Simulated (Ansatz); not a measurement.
# IrS (zincblende): other levels of theory at one geometry

The task here is to estimate one member of a computed series from the others.

Program: Ansatz 0.2.0. Level of theory: DFT at several levels, plane waves, PAW. These are calculated values, not measurements.

**Starting point**

It takes space group F-43m (No. 216, cubic). The conventional cell has a = 5.273 Å, b = 5.273 Å, c = 5.273 Å, α = 90.00°, β = 90.00°, γ = 90.00°. Around Ir (site symmetry -43m) lie 4 S at 2.28 Å. S (site symmetry -43m) is surrounded by 4 Ir at 2.28 Å.

Structure file:

```
CELL_PARAMETERS angstrom
0.00000 2.63649 2.63649
2.63649 0.00000 2.63649
2.63649 2.63649 0.00000
ATOMIC_POSITIONS crystal
Ir 0.00000 0.00000 0.00000
S 0.25000 0.25000 0.25000
```

An earlier run at PBE left this cell at 18.327 Å³/atom and 0.00 GPa (10×10×10 mesh), a metal on this mesh.

Levels to run: PBE+SOC; r²SCAN; PBEsol; LDA. Hardware: 2 threads of Arm Neoverse V2, shared host.

The first run:

File input.yaml:

```yaml
crystal:
  lattice:
    - [0.0, 2.6364931245, 2.6364931245]
    - [2.6364931245, 0.0, 2.6364931245]
    - [2.6364931245, 2.6364931245, 0.0]
  atoms:
    - { symbol: Ir, position: [0.0, 0.0, 0.0] }
    - { symbol: S, position: [0.25, 0.25, 0.25] }
basis:
  ecutwfc: 420
  ecutrho_ratio: 4
kpoints:
  mp_grid: { grid: [10, 10, 10] }
hamiltonian:
  xc: pbe
scf:
  occupations: { method: gaussian, width: 0.05 }
output:
  forces: true
  stress: true
  eigenvalues: true
  populations: true
  dos: { projected: true, de: 0.02 }
  write_density: true
  write_potential: true
  elf: true
  volumetric_format: npy
magnetization:
  noncollinear: true
  spin_orbit: true
```

Command:

```console
$ ansatz run input.yaml --threads 2 --pin off --max-ram 2662MiB --backend cpu --events-out ev --progress --plain --runs-dir out
```

Steps of the session up to this table: PBE+SOC; r²SCAN; PBEsol; LDA.

One of the session's tables, all rows but one given; the rest of the session is left out.

```
  level  pressure (GPa)
    PBE             0.0
    LDA               ?
 PBEsol            -5.6
PBE+SOC             0.4
 r²SCAN            -3.3
```

Q: Estimate the row for LDA from the others.

The run gave: pressure (GPa): -8.4. In the column «pressure (GPa)» it is the lowest.

The pressure runs from -8.4 GPa (LDA) to 0.4 GPa (PBE+SOC); a negative pressure means that level wants a smaller cell, a positive one a larger cell. Total energies of different levels have different zeros and can't be compared.
